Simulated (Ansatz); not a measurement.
# Sn2TeS: the cost of one run

Program: Ansatz 0.2.0. Level of theory: DFT PBE, scalar-relativistic, plane waves, PAW. These are calculated values, not measurements.

## Step 1: The structure to begin with

Symmetry: P6/mmm, No. 191, hexagonal system. The conventional cell has a = 4.187 Å, b = 4.187 Å, c = 7.192 Å, α = 90.00°, β = 90.00°, γ = 120.00°. Around Sn (site symmetry -6m2) lie 3 Te at 2.42 Å and 3 Sn at 2.42 Å. Around Te (site symmetry 6/mmm) lie 6 Sn at 2.42 Å. Around S (site symmetry 6/mmm) lie 2 Te at 3.60 Å.

Coordinates:

```cif
data_structure
_symmetry_space_group_name_H-M 'P 1'
_symmetry_Int_Tables_number 1
_cell_length_a 4.1873
_cell_length_b 4.1873
_cell_length_c 7.1919
_cell_angle_alpha 90.000
_cell_angle_beta 90.000
_cell_angle_gamma 120.000
_cell_volume 109.21
loop_
_atom_site_label
_atom_site_type_symbol
_atom_site_fract_x
_atom_site_fract_y
_atom_site_fract_z
_atom_site_occupancy
Sn1 Sn 0.33333 0.66667 0.50000 1
Sn2 Sn 0.66667 0.33333 0.50000 1
Te1 Te 0.00000 0.00000 0.50000 1
S1 S 0.00000 0.00000 0.00000 1
```

Recipe of the guess: random cell by space group and Wyckoff sites (P6/mmm, No. 191). Its size is a rough estimate.

## Step 2: Probe: one point on a coarse mesh

File input.yaml:

```yaml
crystal:
  lattice:
    - [4.18733019, 0.0, 0.0]
    - [-2.09366509, 3.62633432, 0.0]
    - [0.0, 0.0, 7.19185907]
  atoms:
    - { symbol: Sn, position: [0.33333333, 0.66666667, 0.5] }
    - { symbol: Sn, position: [0.66666667, 0.33333333, 0.5] }
    - { symbol: Te, position: [0.0, 0.0, 0.5] }
    - { symbol: S, position: [0.0, 0.0, 0.0] }
basis:
  ecutwfc: 420
kpoints:
  mp_grid: { grid: [6, 6, 4] }
hamiltonian:
  xc: pbe
scf:
  occupations: { method: gaussian, width: 0.1 }
  lower_state_search: "off"
output:
  forces: true
  stress: true
  eigenvalues: true
```

Launch:

```sh
ansatz run input.yaml --threads 1 --pin off --max-ram 2560MiB --backend cpu --events-out ev --progress --plain --runs-dir out
```

What time and memory should one allow on 1 thread of AMD EPYC (Zen 3), shared host?

About 12 s, with a peak of 0.41 GiB.
